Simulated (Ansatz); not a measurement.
**C₃H₁₂AlN: a ladder of functionals and wavefunction methods**

One table from this session's results is given with a row withheld; the runs are named, their logs left out.

Program: Ansatz 0.2.0, Gaussian basis. Level of theory: functionals in def2-TZVPP, the program's frozen cores in correlated methods. These are calculated values, not measurements.

The runs, in order: LDA (SPW92), PBE-D4, revPBE-D4, BLYP-D4, r2SCAN-D4, B97M-V, PBE0-D4, B3LYP-D4, r2SCANh-D4, r2SCAN0-D4, HSE06-D4, BHLYP-D4, CAM-B3LYP-D4, LC-ωPBE, ωB97X-V, ωB97M-V, B2PLYP, PBE-QIDH; CCSD(T)/def2-SVP; CCSD(T)/def2-TZVPP; MP2/def2-QZVPP; extrapolation to the limit; RPA on PBE.

**The geometry**

The geometry comes from an earlier relaxation with PBE0-D4 in a triple-zeta def2 set; it is a stationary point, not always the lowest conformer.

SMILES `C[N+](C)(C)[AlH3-]`, 17 atoms, charge 0, spin multiplicity 1.

Atoms are counted from 1 here; the program's logs count them from 0.

Bond lengths: C1–N2 1.467 Å, C1–H6 1.090 Å, C1–H7 1.096 Å, C1–H8 1.090 Å, N2–C3 1.467 Å, N2–C4 1.467 Å, N2–Al5 2.053 Å, C3–H9 1.090 Å, C3–H10 1.090 Å, C3–H11 1.096 Å, C4–H12 1.090 Å, C4–H13 1.096 Å, C4–H14 1.090 Å, Al5–H15 1.606 Å, Al5–H16 1.606 Å, Al5–H17 1.606 Å. Angles: N2–C1–H6 109.2°, N2–C1–H7 110.6°, N2–C1–H8 109.2°, H6–C1–H7 109.5°, H6–C1–H8 108.7°, H7–C1–H8 109.5°, C1–N2–C3 110.1°, C1–N2–C4 110.1°, C1–N2–Al5 108.8°, C3–N2–C4 110.1°, C3–N2–Al5 108.8°, C4–N2–Al5 108.8°, N2–C3–H9 109.2°, N2–C3–H10 109.2°, N2–C3–H11 110.6°, H9–C3–H10 108.7°, H9–C3–H11 109.5°, H10–C3–H11 109.5° and more.

The first run:

The input, in.yaml:

```yaml
crystal:
  periodic: [false, false, false]
  atoms:
    - {symbol: C, position_ang: [-0.400214, 0.337272, -1.422141]}
    - {symbol: N, position_ang: [0.091107, -0.040811, -0.092565]}
    - {symbol: C, position_ang: [1.372655, 0.619582, 0.178848]}
    - {symbol: C, position_ang: [0.245611, -1.497136, -0.006589]}
    - {symbol: Al, position_ang: [-1.276308, 0.564004, 1.314652]}
    - {symbol: H, position_ang: [-0.533403, 1.418464, -1.461684]}
    - {symbol: H, position_ang: [0.308796, 0.027635, -2.198643]}
    - {symbol: H, position_ang: [-1.363899, -0.140844, -1.598204]}
    - {symbol: H, position_ang: [1.711496, 0.348786, 1.178911]}
    - {symbol: H, position_ang: [1.236085, 1.700231, 0.136146]}
    - {symbol: H, position_ang: [2.126746, 0.317107, -0.556948]}
    - {symbol: H, position_ang: [0.586453, -1.763672, 0.993941]}
    - {symbol: H, position_ang: [0.971398, -1.853142, -0.746881]}
    - {symbol: H, position_ang: [-0.719105, -1.971965, -0.185852]}
    - {symbol: H, position_ang: [-1.275886, 2.145312, 1.035027]}
    - {symbol: H, position_ang: [-2.559999, -0.266697, 0.823943]}
    - {symbol: H, position_ang: [-0.540329, 0.055472, 2.648239]}
basis:
  gaussian: {orbitals: def2-TZVPP}
hamiltonian: {xc: lda}
output: {orbitals: {seedname: orbitals}}
```

Run with:

```sh
> ansatz run in.yaml --threads 4 --pin off --events-out ev --progress --plain --max-ram 11315MiB
```

Steps of the session up to this table: LDA; PBE-D4 (GGA); revPBE-D4 (GGA); BLYP-D4 (GGA); r2SCAN-D4 (meta-GGA); B97M-V (meta-GGA); PBE0-D4 (hybrid); B3LYP-D4 (hybrid); r2SCANh-D4 (hybrid); r2SCAN0-D4 (hybrid); HSE06-D4 (hybrid); BHLYP-D4 (hybrid); CAM-B3LYP-D4 (range-separated); LC-ωPBE (range-separated); ωB97X-V (range-separated); ωB97M-V (range-separated); B2PLYP (double hybrid); PBE-QIDH (double hybrid).

One of the session's tables, all rows but one given; the rest of the session is left out.

It belongs to the step «Frontier levels by functional». 

| functional | HOMO (eV) | LUMO (eV) | gap (eV) |
| --- | --- | --- | --- |
| LDA (SPW92) | -6.15 | -0.70 | 5.46 |
| PBE-D4 | -6.10 | -0.41 | 5.69 |
| revPBE-D4 | -6.06 | -0.27 | 5.79 |
| BLYP-D4 | -6.00 | -0.32 | 5.68 |
| r2SCAN-D4 | -6.40 | 0.07 | 6.47 |
| B97M-V | ? | ? | ? |
| PBE0-D4 | -7.35 | 0.39 | 7.74 |
| B3LYP-D4 | -7.16 | 0.15 | 7.31 |
| r2SCANh-D4 | -6.86 | 0.33 | 7.19 |
| r2SCAN0-D4 | -7.55 | 0.70 | 8.25 |
| HSE06-D4 | -6.94 | 0.03 | 6.97 |
| BHLYP-D4 | -8.55 | 1.12 | 9.67 |
| CAM-B3LYP-D4 | -8.76 | 1.26 | 10.02 |
| LC-ωPBE | -10.16 | 2.44 | 12.60 |
| ωB97X-V | -9.82 | 2.26 | 12.08 |
| ωB97M-V | -9.60 | 1.91 | 11.51 |

Q: Estimate the row for B97M-V from the others.

As computed: HOMO (eV): -6.53; LUMO (eV): -0.34; gap (eV): 6.19. In the column «HOMO (eV)» it lies between r2SCANh-D4 (-6.86) and r2SCAN-D4 (-6.40).
